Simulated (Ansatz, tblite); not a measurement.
# The cluster H₃Pt₂−: a ladder of methods and basis sets

Aim: run the singlet of the cluster H₃Pt₂− at one geometry on many levels, and compare frontier levels, spin and run time.

Method: as each input shows; program: Ansatz 0.2.0, Gaussian basis.

Levels to be run: GFN1-xTB, GFN2-xTB, PBE-D4/def2-TZVPD, r2SCAN-D4/def2-TZVPD, B97M-V/def2-TZVPD, PBE-QIDH/def2-TZVPD, BHLYP-D4/def2-TZVPD, r2SCAN0-D4/def2-TZVPD, r2SCANh-D4/def2-TZVPD, PBE-D4/def2-SVPD, PBE0-D4/def2-SVPD, CCSD(T)/def2-TZVPPD, MP2/def2-TZVPD, RPA/def2-TZVPD.

1 further run of the same task is left out (set aside as unsound or not needed).

### 1 The relaxed structure

The geometry is that of the singlet, from an earlier relaxation (r2SCAN-D4/def2-TZVPD). At that level it is the lowest of the isomers that a small search found.

5 atoms, charge -1, spin multiplicity 1.

Bond lengths: Pt1–Pt2 2.506 Å, Pt1–H4 1.527 Å, Pt2–H3 1.548 Å, Pt2–H5 1.546 Å. Angles: Pt2–Pt1–H4 112.3°, Pt1–Pt2–H3 141.1°, Pt1–Pt2–H5 140.1°, H3–Pt2–H5 73.0°.

Geometry (Å):

| atom | x (Å) | y (Å) | z (Å) |
| --- | --- | --- | --- |
| Pt1 | 1.3576 | -0.4538 | 1.2060 |
| Pt2 | -0.5780 | 0.0322 | -0.3090 |
| H3 | -1.9660 | 0.7175 | -0.3087 |
| H4 | 2.6015 | 0.3479 | 0.8311 |
| H5 | -1.4151 | -0.6438 | -1.4194 |

Pt takes a core potential in the def2 sets. No spin-orbit coupling is included. The ion is computed in the gas phase, without counter-ions or solvent.

PBE0-D4/def2-TZVPD was run before; its log isn't repeated, and its numbers join the tables.

### 2 GFN1-xTB

Tight binding, by tblite at 300 K electronic temperature and without a spin-polarisation term:

```python
tblite.interface.Calculator('GFN1-xTB', numbers, positions, charge=-1, uhf=0).singlepoint()
```

Energy -283.3728 eV, HOMO -4.32 eV, LUMO -3.69 eV; 0.003 s.

### 3 GFN2-xTB

Tight binding, by tblite at 300 K electronic temperature and without a spin-polarisation term:

```python
tblite.interface.Calculator('GFN2-xTB', numbers, positions, charge=-1, uhf=0).singlepoint()
```

Energy -294.5092 eV, HOMO -3.58 eV, LUMO -2.09 eV; 0.002 s.

### 4 PBE-D4/def2-TZVPD

start.molden holds the orbitals of an earlier run on this state, given as this run's starting guess.

in.yaml

```yaml
crystal:
  periodic: [false, false, false]
  atoms:
    - {symbol: Pt, position_ang: [1.357647, -0.453849, 1.206047]}
    - {symbol: Pt, position_ang: [-0.578009, 0.032239, -0.308975]}
    - {symbol: H, position_ang: [-1.965982, 0.717531, -0.308736]}
    - {symbol: H, position_ang: [2.601463, 0.347888, 0.831121]}
    - {symbol: H, position_ang: [-1.415118, -0.643808, -1.419446]}
basis:
  gaussian: {orbitals: def2-TZVPD, initial_orbitals: start.molden}
total_charge: -1
hamiltonian: {xc: pbe, dispersion: d4}
scf: {omitted_lower_state_checks: [starts]}
output: {forces: true, orbitals: {seedname: orbitals}}
```

Launch:

```
$ ansatz run in.yaml --threads 4 --pin off --events-out ev --progress --plain --max-ram 3916MiB
```

The runs that follow: r2SCAN-D4/def2-TZVPD; B97M-V/def2-TZVPD; PBE-QIDH/def2-TZVPD; BHLYP-D4/def2-TZVPD; r2SCAN0-D4/def2-TZVPD; r2SCANh-D4/def2-TZVPD; PBE-D4/def2-SVPD; PBE0-D4/def2-SVPD; CCSD(T)/def2-TZVPPD; MP2/def2-TZVPD; RPA/def2-TZVPD.

Before running them: what should the planned runs give, taken together? Wanted: gap in def2-TZVPD, named functionals, smallest and largest; correlation energy, CCSD(T)/def2-TZVPPD; correlation energy, MP2/def2-TZVPD; PBE0 total energy, smallest basis above largest.

The runs gave:

| quantity | value |
| --- | --- |
| gap in def2-TZVPD, named functionals, smallest and largest | 2.02 eV (PBE-D4), 5.28 eV (BHLYP-D4) |
| correlation energy, CCSD(T)/def2-TZVPPD | -35.98 eV |
| correlation energy, MP2/def2-TZVPD | -27.64 eV |
| PBE0 total energy, smallest basis above largest | 0.55 eV (def2-SVPD, def2-TZVPD) |

In words: Over the named functionals in def2-TZVPD the gap runs from 2.02 eV (PBE-D4) to 5.28 eV (BHLYP-D4); exact exchange widens it.
